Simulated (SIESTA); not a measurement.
NbTe in SIESTA: the effect of functional

NbTe:

```
Te Nb
1.0
     3.70297    0.00000    0.00000
    -1.85149    3.20687    0.00000
     0.00000    0.00000    3.69421
Te Nb
1 1
Cartesian
  1.8515 1.0690 0.0000
  0.0000 0.0000 1.8471
```

The cell comes from a database or a generator and needn't be the stable form of this composition.

Alike in all runs:

```yaml
Program: SIESTA 5.4.2
Task: band structure
Basis: DZP (energy shift 0.003 Ry; two zetas on semicore shells)
Grid_cutoff: 800 Ry
Energy_shift: 0.003 Ry
k_mesh: 8 × 8 × 7
Occupations: fermi-dirac, width 0.05 eV
Spin: no spin polarisation
```

```tsv
functional	potentials or basis	pressure (GPa)
LDA	PseudoDojo 0.4 standard (LDA files)	-4.8
PBEsol	PseudoDojo 0.4 standard (PBEsol files)	-2.5
AM05	PseudoDojo 0.4 standard (PBEsol files)	-3.2
WC	PseudoDojo 0.4 standard (PBEsol files)	-1.8
PW91	PseudoDojo 0.4 standard (PBE files)	2.4
revPBE	PseudoDojo 0.4 standard (PBE files)	3.6
RPBE	PseudoDojo 0.4 standard (PBE files)	4.3
BLYP	PseudoDojo 0.4 standard (PBE files)	?
```

Question: What does the run with functional BLYP give?

Answer: Pressure 9.0 GPa.

Caveats: the basis of atomic orbitals isn't converged, which shifts pressures, moduli and gaps; the potentials were made for another functional, which shifts forces and pressure (some runs).

Runs at the PBE level aren't shown here.
